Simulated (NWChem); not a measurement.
**C2HBF (SMILES C#C[B]F): UBHLYP-D3(BJ)/6-31+G(d) (density fitting, Cartesian functions)**

Aim: the vertical electron affinity of C2HBF at UBHLYP-D3(BJ)/6-31+G* (density fitting, Cartesian functions), from 2 runs. 

The results are computed with NWChem 7.3.0.

1 further run of the same task is left out (set aside as unsound or not needed).

### 1 The molecule

C2HBF has 5 atoms, charge 0, and is taken as a doublet. As SMILES, `C#C[B]F`. The shape is that of a GFN2-xTB optimisation.

Bond lengths: C1–C2 1.222 Å, C2–B3 1.456 Å, B3–F4 1.309 Å, C1–H5 1.051 Å. Angles: C1–C2–B3 166.7°, C2–B3–F4 133.2°, C2–C1–H5 175.3°.

### 2 A single-point energy at UBHLYP-D3(BJ)/6-31+G(d) (density fitting, Cartesian functions)

sp.nw

```
start sp
title "C2HBF energy"
memory stack 880 mb heap 220 mb global 1100 mb

geometry units angstrom noautosym nocenter noautoz
   C      0.474210     1.182570    -0.300500
   C      0.054740     0.071670    -0.013790
   B     -0.121090    -1.312180     0.405000
   F     -1.161060    -2.103920     0.468170
   H      0.753200     2.161860    -0.558870
end

basis
   * library 6-31+G*
end

basis "cd basis" spherical
   * library "dgauss a2 dft coulomb fitting"
end

dft
   xc bhlyp
   mult 2
   disp vdw 4
   grid fine
   iterations 100
   mulliken
end

task dft energy
```

The run is started by

```sh
$ nwchem sp.nw > sp.out
```

The program printed:

```text
[...]
          Wavefunction type:  spin polarized.
          No. of atoms     :     5
          No. of electrons :    27
[...]
          Charge           :     0
          Spin multiplicity:     2
[...]
          AO basis - number of functions:    78
[...]
              XC Information
              --------------
                        BHLYP Method XC Functional
                     Hartree-Fock (Exact) Exchange  0.500
                        Slater Exchange Functional  0.500 local
                    Becke 1988 Exchange Functional  0.500 non-local
              Lee-Yang-Parr Correlation Functional  1.000
[...]
 d= 0,ls=0.0,diis     1   -201.2627628186 -2.77D+02  1.79D-02  1.24D-01     1.0
[...]
 d= 0,ls=0.0,diis    13   -201.3370366712 -2.79D-07  6.73D-06  4.73D-09     8.8
[...]
         Total DFT energy =     -201.337036671194
      One electron energy =     -424.319568847570
           Coulomb energy =      172.891418694093
    Exchange-Corr. energy =      -25.570858858149
 Nuclear repulsion energy =       75.665682728695
    Dispersion correction =       -0.003710388263
[...]
      Total Density - Mulliken Population Analysis
     ---------------------------------------------
    Atom       Charge   Shell Charges
 -----------   ------   -------------------------------------------------------
    1 C    6     6.10   1.99  0.72  1.94  0.57  0.90 -0.12  0.08  0.01
    2 C    6     6.32   1.99  0.70  2.00  0.69  0.65 -0.04  0.33 -0.00
    3 B    5     4.55   2.00  0.56  1.27  0.39  0.22  0.00 -0.00  0.10
    4 F    9     9.31   1.99  0.99  3.33  0.82  1.89  0.03  0.15  0.11
    5 H    1     0.72   0.51  0.22
[...]
      <S2> =      0.7645 (Exact =     0.7500)
[...]
```

Run time: 9.6 s. Hardware: 1 thread of Intel Xeon 6975P-C (Granite Rapids), shared host; peak memory 0.12 GiB.

### 3 The singlet anion, same level

c2hbf.nw

```
start c2hbf
title "C2HBF"
memory 2200 mb
charge -1

geometry units angstrom noautosym nocenter noautoz
   C        0.474210       1.182570      -0.300500
   C        0.054740       0.071670      -0.013790
   B       -0.121090      -1.312180       0.405000
   F       -1.161060      -2.103920       0.468170
   H        0.753200       2.161860      -0.558870
end

basis
   C library 6-31+G*
   B library 6-31+G*
   F library 6-31+G*
   H library 6-31+G*
end

basis "cd basis" spherical
   C library "dgauss a2 dft coulomb fitting"
   B library "dgauss a2 dft coulomb fitting"
   F library "dgauss a2 dft coulomb fitting"
   H library "dgauss a2 dft coulomb fitting"
end

dft
   xc bhlyp
   disp vdw 4
   grid fine
   iterations 150
   mulliken
end

task dft energy
```

The run is started by

```sh
$ nwchem c2hbf.nw > c2hbf.out
```

The program printed:

```text
[...]
          Wavefunction type:  closed shell.
          No. of atoms     :     5
          No. of electrons :    28
[...]
          Charge           :    -1
          Spin multiplicity:     1
[...]
          AO basis - number of functions:    78
[...]
              XC Information
              --------------
                        BHLYP Method XC Functional
                     Hartree-Fock (Exact) Exchange  0.500
                        Slater Exchange Functional  0.500 local
                    Becke 1988 Exchange Functional  0.500 non-local
              Lee-Yang-Parr Correlation Functional  1.000
[...]
 d= 0,ls=0.0,diis     1   -201.0966687934 -2.77D+02  5.70D+00  1.37D+00     0.7
[...]
 d= 0,ls=0.0,diis    14   -201.3352766427 -9.92D-10  5.69D-06  9.34D-11     6.7
         Total DFT energy =     -201.335276642694
      One electron energy =     -430.054733329914
           Coulomb energy =      178.811104000655
    Exchange-Corr. energy =      -25.753619653867
 Nuclear repulsion energy =       75.665682728695
    Dispersion correction =       -0.003710388263
[...]
      Total Density - Mulliken Population Analysis
     ---------------------------------------------
    Atom       Charge   Shell Charges
 -----------   ------   -------------------------------------------------------
    1 C    6     6.20   1.99  0.70  1.99  0.56  1.02 -0.18  0.11  0.01
    2 C    6     6.11   1.99  0.72  1.96  0.69  0.63 -0.07  0.19 -0.00
    3 B    5     5.56   2.00  0.54  1.29  0.53  0.23  0.86  0.02  0.10
    4 F    9     9.34   1.99  0.98  3.34  0.81  1.92 -0.00  0.18  0.11
    5 H    1     0.79   0.52  0.28
[...]
```

It took 7.5 s on 1 thread of Intel Xeon 6975P-C (Granite Rapids), shared host; peak memory 0.12 GiB.

### 4 What came out

Level: UBHLYP-D3(BJ)/6-31+G* (density fitting, Cartesian functions).

| quantity | value |
| --- | --- |
| doublet C2HBF: total energy | -201.33704 Eh |
| doublet C2HBF: dipole moment | 1.99 D |
| doublet C2HBF: HOMO energy (highest over α and β) | -6.99 eV |
| doublet C2HBF: LUMO energy (lowest over α and β) | -1.14 eV |
| doublet C2HBF: dispersion energy | -9.74 kJ/mol |
| doublet C2HBF: ⟨S²⟩ | 0.764 |
| singlet anion: total energy | -201.33528 Eh |
| singlet anion: HOMO energy | 0.82 eV |
| singlet anion: LUMO energy | 3.95 eV |
| singlet anion: HOMO–LUMO gap (to an unbound level, set by the basis) | 3.13 eV |
| singlet anion: dispersion energy | -9.74 kJ/mol |
| vertical electron affinity (to the singlet anion) | -0.048 eV |

In words: The anion lies 0.05 eV (1.1 kcal/mol) above the neutral: the electron isn't bound at this level, and such a value depends on the basis. Mulliken charges (doublet C2HBF) run from -0.32 on C2 to +0.45 on B3; in a basis this large or diffuse they mean little. The HOMO (singlet anion) lies at positive energy, 0.82 eV; only total energies tell whether the electron is bound.
